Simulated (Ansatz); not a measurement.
# GeH₂ClO+ (SMILES [OH][GeH+][Cl]): one structure at several levels

A test off equilibrium: a structure displaced at random from a GFN2-xTB minimum is computed at several levels, and each is set against CCSD(T).

Method: single points in def2-TZVPP; program: Ansatz 0.2.0, Gaussian basis.

Cores are frozen in the correlated methods. Filled d shells of the heavier atoms are correlated.

### 1 Where the work starts

5 atoms, charge 1, spin multiplicity 1.

Atoms are counted from 1 here; the program's logs count them from 0.

Bond lengths: O1–Ge2 1.690 Å, O1–H4 0.941 Å, Ge2–Cl3 2.046 Å, Ge2–H5 1.583 Å. Angles: Ge2–O1–H4 133.8°, O1–Ge2–Cl3 118.3°, O1–Ge2–H5 102.8°, Cl3–Ge2–H5 139.0°.

As a file:

```xyz
5

O    -1.0432    0.2545   -0.4592
Ge    0.5034    0.1042    0.2055
Cl    1.2449   -1.7762    0.5193
H    -1.7503   -0.3492   -0.6056
H     0.9501    1.6105    0.3950
```

### 2 CCSD(T)/def2-TZVPP

run/in.yaml

```yaml
crystal:
  periodic: [false, false, false]
  atoms:
    - {symbol: O, position_ang: [-1.043200, 0.254500, -0.459200]}
    - {symbol: Ge, position_ang: [0.503400, 0.104200, 0.205500]}
    - {symbol: Cl, position_ang: [1.244900, -1.776200, 0.519300]}
    - {symbol: H, position_ang: [-1.750300, -0.349200, -0.605600]}
    - {symbol: H, position_ang: [0.950100, 1.610500, 0.395000]}
basis:
  gaussian: {orbitals: def2-TZVPP}
total_charge: 1
correlation: {method: ccsd_t}
output: {forces: true}
```

The command line of these runs was not kept.

### 3 PBE0-D4/def2-TZVPP

run/in.yaml: that of step 2 with these lines changed.

```diff
@@ -11,3 +11,3 @@
 total_charge: 1
-correlation: {method: ccsd_t}
-output: {forces: true}
+hamiltonian: {xc: pbe0, dispersion: d4}
+output: {forces: true, orbitals: {seedname: orbitals}}
```

### 4 wB97M-V/def2-TZVPP

run/in.yaml: that of step 3 with these lines changed.

```diff
@@ -11,3 +11,3 @@
 total_charge: 1
-hamiltonian: {xc: pbe0, dispersion: d4}
-output: {forces: true, orbitals: {seedname: orbitals}}
+hamiltonian: {xc: {name: wB97M-V}}
+output: {forces: true}
```

### 5 r2SCAN-D4/def2-TZVPP

run/in.yaml: that of step 4 with these lines changed.

```diff
@@ -11,3 +11,3 @@
 total_charge: 1
-hamiltonian: {xc: {name: wB97M-V}}
+hamiltonian: {xc: r2scan, dispersion: d4}
 output: {forces: true}
```

### 6 PBE-D4/def2-TZVPP

run/in.yaml: that of step 5 with these lines changed.

```diff
@@ -11,3 +11,3 @@
 total_charge: 1
-hamiltonian: {xc: r2scan, dispersion: d4}
+hamiltonian: {xc: pbe, dispersion: d4}
 output: {forces: true}
```

### 7 SPW92/def2-TZVPP

run/in.yaml: that of step 6 with these lines changed.

```diff
@@ -11,3 +11,3 @@
 total_charge: 1
-hamiltonian: {xc: pbe, dispersion: d4}
+hamiltonian: {xc: lda}
 output: {forces: true}
```

### 8 B97M-V/def2-TZVPP

run/in.yaml: that of step 7 with these lines changed.

```diff
@@ -11,3 +11,3 @@
 total_charge: 1
-hamiltonian: {xc: lda}
+hamiltonian: {xc: {name: B97M-V}}
 output: {forces: true}
```

(Steps that only read results are left out.)

Before running it: what results should come out? Wanted: energy less free atoms, CCSD(T)/def2-TZVPP; RMS force component; RMS force error; HOMO and LUMO, PBE0-D4; T1 diagnostic.

The runs gave:

| quantity | value |
| --- | --- |
| energy less free atoms, CCSD(T)/def2-TZVPP | -646.0 kJ/mol |
| RMS force component | 0.616 to 0.823 eV/Å over the methods |
| RMS force error | PBE0-D4 0.064, wB97M-V 0.051, r2SCAN-D4 0.050, PBE-D4 0.272, SPW92 0.315, B97M-V 0.083 eV/Å |
| HOMO and LUMO, PBE0-D4 | -15.74 and -8.49 eV |
| T1 diagnostic | 0.014 |

What this shows: Against CCSD(T) the functionals' energies less atoms differ by -292.5 to -13.4 kJ/mol, PBE-D4 by -64.4 kJ/mol. The reference is not at the basis limit: in triple zeta CCSD(T) underbinds, which counts against methods that bind more; the gaps are no ranking. The forces of r2SCAN-D4 come nearest to CCSD(T), those of SPW92 are farthest.
